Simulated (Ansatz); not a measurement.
# C₂H₆B₂O₂: one species, many methods

One table from this session's results is given with a row withheld; the runs are named, their logs left out.

Program: Ansatz 0.2.0, Gaussian basis. Level of theory: functionals in def2-TZVPP, the program's frozen cores in correlated methods. These are calculated values, not measurements.

The runs, in order: LDA (SPW92), PBE-D4, revPBE-D4, BLYP-D4, r2SCAN-D4, B97M-V, PBE0-D4, B3LYP-D4, r2SCANh-D4, r2SCAN0-D4, HSE06-D4, BHLYP-D4, CAM-B3LYP-D4, LC-ωPBE, ωB97X-V, ωB97M-V, B2PLYP, PBE-QIDH; CCSD(T)/def2-SVP; CCSD(T)/def2-TZVPP; MP2/def2-QZVPP; extrapolation to the limit; RPA on PBE.

## The relaxed structure

The geometry comes from an earlier relaxation with PBE0-D4 in a triple-zeta def2 set; it is a stationary point, not always the lowest conformer.

12 atoms, charge 0, spin multiplicity 1.

Atoms are counted from 1 here; the program's logs count them from 0.

Bond lengths: B1–B2 1.665 Å, B1–O6 1.622 Å, B1–H7 1.210 Å, B1–H8 1.210 Å, B2–O3 1.443 Å, B2–H9 1.192 Å, O3–C4 1.314 Å, C4–C5 1.477 Å, C4–O6 1.237 Å, C5–H10 1.092 Å, C5–H11 1.086 Å, C5–H12 1.092 Å. Angles: B2–B1–O6 95.2°, B2–B1–H7 118.0°, B2–B1–H8 117.8°, O6–B1–H7 105.7°, O6–B1–H8 105.6°, H7–B1–H8 111.4°, B1–B2–O3 105.3°, B1–B2–H9 142.2°, O3–B2–H9 112.5°, B2–O3–C4 109.7°, O3–C4–C5 117.5°, O3–C4–O6 119.5°, C5–C4–O6 122.9°, C4–C5–H10 109.2°, C4–C5–H11 110.5°, C4–C5–H12 109.1°, H10–C5–H11 110.5°, H10–C5–H12 107.1° and more.

Coordinates:

```
B    -0.85319   -1.23044    1.06808
B     0.65171   -0.67235    1.50978
O     1.03200    0.25811    0.47388
C     0.07905    0.33292   -0.42701
C     0.29079    1.24292   -1.57138
O    -0.94509   -0.34726   -0.28970
H    -1.80260   -0.89687    1.73971
H    -0.94605   -2.38372    0.71369
H     1.48443   -0.77960    2.35608
H     1.20296    0.95198   -2.09645
H    -0.56149    1.21167   -2.24449
H     0.44438    2.25763   -1.19798
```

The first run:

Input file in.yaml:

```yaml
crystal:
  periodic: [false, false, false]
  atoms:
    - {symbol: B, position_ang: [-0.853186, -1.230437, 1.068075]}
    - {symbol: B, position_ang: [0.651713, -0.672349, 1.509779]}
    - {symbol: O, position_ang: [1.032001, 0.258108, 0.473881]}
    - {symbol: C, position_ang: [0.079046, 0.332919, -0.427008]}
    - {symbol: C, position_ang: [0.290793, 1.242921, -1.571380]}
    - {symbol: O, position_ang: [-0.945090, -0.347258, -0.289698]}
    - {symbol: H, position_ang: [-1.802604, -0.896866, 1.739706]}
    - {symbol: H, position_ang: [-0.946053, -2.383716, 0.713685]}
    - {symbol: H, position_ang: [1.484426, -0.779604, 2.356079]}
    - {symbol: H, position_ang: [1.202957, 0.951983, -2.096450]}
    - {symbol: H, position_ang: [-0.561487, 1.211667, -2.244492]}
    - {symbol: H, position_ang: [0.444384, 2.257633, -1.197978]}
basis:
  gaussian: {orbitals: def2-TZVPP}
hamiltonian: {xc: lda}
output: {orbitals: {seedname: orbitals}}
```

Steps of the session up to this table: LDA; PBE-D4 (GGA); revPBE-D4 (GGA); BLYP-D4 (GGA); r2SCAN-D4 (meta-GGA); B97M-V (meta-GGA); PBE0-D4 (hybrid); B3LYP-D4 (hybrid); r2SCANh-D4 (hybrid); r2SCAN0-D4 (hybrid); HSE06-D4 (hybrid); BHLYP-D4 (hybrid); CAM-B3LYP-D4 (range-separated); LC-ωPBE (range-separated); ωB97X-V (range-separated); ωB97M-V (range-separated); B2PLYP (double hybrid); PBE-QIDH (double hybrid).

One table of the session follows, with a row left open; its other results are not shown here.

It belongs to the step «Frontier levels by functional». 

```
  functional  HOMO (eV)  LUMO (eV)  gap (eV)
 LDA (SPW92)      -6.27      -2.82      3.44
      PBE-D4      -6.16      -2.59      3.57
   revPBE-D4          ?          ?         ?
     BLYP-D4      -6.08      -2.47      3.61
   r2SCAN-D4      -6.42      -2.32      4.10
      B97M-V      -6.53      -2.27      4.26
     PBE0-D4      -7.51      -1.55      5.96
    B3LYP-D4      -7.33      -1.80      5.53
  r2SCANh-D4      -6.92      -1.95      4.98
  r2SCAN0-D4      -7.68      -1.38      6.30
    HSE06-D4      -7.10      -1.93      5.17
    BHLYP-D4      -8.83      -0.37      8.46
CAM-B3LYP-D4      -8.98      -0.40      8.58
     LC-ωPBE     -10.35       0.78     11.13
     ωB97X-V      -9.98       0.73     10.71
     ωB97M-V      -9.81       0.60     10.41
```

**Question.** Estimate the row for revPBE-D4.

The run gave: HOMO (eV): -6.10; LUMO (eV): -2.50; gap (eV): 3.61. In the column «HOMO (eV)» it lies between PBE-D4 (-6.16) and BLYP-D4 (-6.08).
